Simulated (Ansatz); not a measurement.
Co4Ge in Ansatz: the effect of functional

Crystal: Co4Ge.

```
Ge Co
1.0
     1.31250    0.75777    9.86265
    -1.31250    0.75777    9.86265
     0.00000   -1.51554    9.86265
Ge Co
1 4
Cartesian
  0.0000 0.0000 0.0000
  0.0000 0.0000 17.7184
  0.0000 0.0000 5.9271
  0.0000 0.0000 23.6609
  0.0000 0.0000 11.8695
```

The cell comes from a database or a generator and needn't be the stable form of this composition.

Alike in all runs:

| Item | Value |
| --- | --- |
| Program | Ansatz 0.2.0 |
| Task | band structure |
| Potentials or basis | Ansatz PAW |
| k mesh | 12 × 12 × 12 |
| Occupations | fermi-dirac, width 0.05 eV |
| Spin | collinear spin, ferromagnetic start |
| Starting moments | [0.0, 2.0, 2.0, 2.0, 2.0] μB |

```csv
functional,cutoff,pressure (GPa),moment (μB),largest force (eV/Å)
LDA,420 eV (not typed: the program's choice for these potentials),?,?,?
PBEsol,420 eV (not typed: the program's choice for these potentials),-8.6,5.90,0.05
RPBE,420 eV (not typed: the program's choice for these potentials),4.8,5.95,0.09
revPBE,420 eV (not typed: the program's choice for these potentials),3.5,5.94,0.09
BLYP,420 eV (not typed: the program's choice for these potentials),9.0,5.82,0.10
r2SCAN,500 eV (not typed: the program's choice for these potentials),-1.5,7.20,0.23
```

Task: What does the run with functional LDA give?

Result: Pressure -15.1 GPa; moment 5.80 μB; largest force 0.04 eV/Å.

Caveats: the PAW data sets come from PBE, with cores solved anew for the run's functional, which leaves a small shift of forces and pressure; the magnetic or orbital state may not be the lowest (some runs).

Runs at the PBE level aren't shown here.
